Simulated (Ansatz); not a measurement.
Consider the interaction energy of a dimer with the counterpoise correction of CH5B, SMILES BC (the Python package of Ansatz (0.2.0)).

`dimer_ch5b.py`:
```python
# -*- coding: utf-8 -*-
"""Interaction energy of two CH5B molecules, with the counterpoise correction."""

import ansatz as az

FIRST = [
    ("B", (-0.2201, -0.9003, 0.0519)),
    ("C", (0.1732, 0.6622, -0.0269)),
    ("H", (0.3978, -1.6517, 0.5458)),
    ("H", (-1.2246, -1.183, -0.4325)),
    ("H", (0.3139, 1.0486, 0.9859)),
    ("H", (1.1346, 0.7616, -0.5813)),
    ("H", (-0.5745, 1.2624, -0.543)),
]
SECOND = [
    ("B", (3.4511, 0.0791, -0.5492)),
    ("C", (4.9168, -0.3908, -1.0322)),
    ("H", (2.55, -0.5189, -0.6936)),
    ("H", (3.4096, 1.0941, -0.0093)),
    ("H", (5.1538, -1.3548, -0.5746)),
    ("H", (4.9053, -0.5169, -2.1392)),
    ("H", (5.6958, 0.3288, -0.7853)),
]

def energy(atoms, ghosts=()):
    molecule = az.Crystal.molecule()
    for symbol, xyz in atoms:
        molecule = molecule.atom(symbol, xyz)
    calc = (
        molecule.calculation()
        .basis(gaussian="cc-pVDZ")
        .functional("b3lyp")
    )
    deck = calc.input()
    if ghosts:
        deck = deck.set(az.key.basis.gaussian.ghost_atoms, [{"symbol": s, "position_ang": list(xyz)} for s, xyz in ghosts])
    return az.Session.from_dict(deck).plan().execute().report["free_energy_ev"]


def main():
    # monomers in their own basis and in the basis of the dimer
    both = energy(FIRST + SECOND)
    alone = energy(FIRST) + energy(SECOND)
    ghosted = energy(FIRST, SECOND) + energy(SECOND, FIRST)
    print(f"dimer {both:.6f} eV")
    print(f"interaction, uncorrected   {(both - alone):8.3f} eV")
    print(f"interaction, counterpoise  {(both - ghosted):8.3f} eV")
    print(f"basis-set superposition    {(alone - ghosted):8.3f} eV")


if __name__ == "__main__":
    main()
```

How large is the interaction at this pose, and how much of it is basis-set superposition?

Uncorrected it is 0.173 eV, with the counterpoise correction 0.185 eV; the difference, 0.01 eV, is the superposition error. In this basis both values are repulsive.

What the script printed:

```console
$ python dimer_ch5b.py
dimer -3588.149070 eV
interaction, uncorrected      0.173 eV
interaction, counterpoise     0.185 eV
basis-set superposition       0.013 eV
```

Notes:
- Total energies depend on the basis set; only differences at equal settings carry meaning.
- The dimer is a generated trial pose of unrelaxed monomers, not a minimum, so the figure is no binding energy, and the basis set is small.
- b3lyp holds the VWN-RPA fit, as in Gaussian; the form of ORCA and Turbomole is b3lyp5.
- This level lacks the dispersion part of the attraction (electrostatics and induction are there), which can decide the sign where the interaction is weak.
- Hardware and time: 9.2 s on 1 thread of Arm Neoverse V1, with other jobs on the host, peak memory 0.22 GiB.

(A comment or docstring line of the script was reworded after the run, the code is as it ran; lines on the test bed's own set-up are left out of the output.)
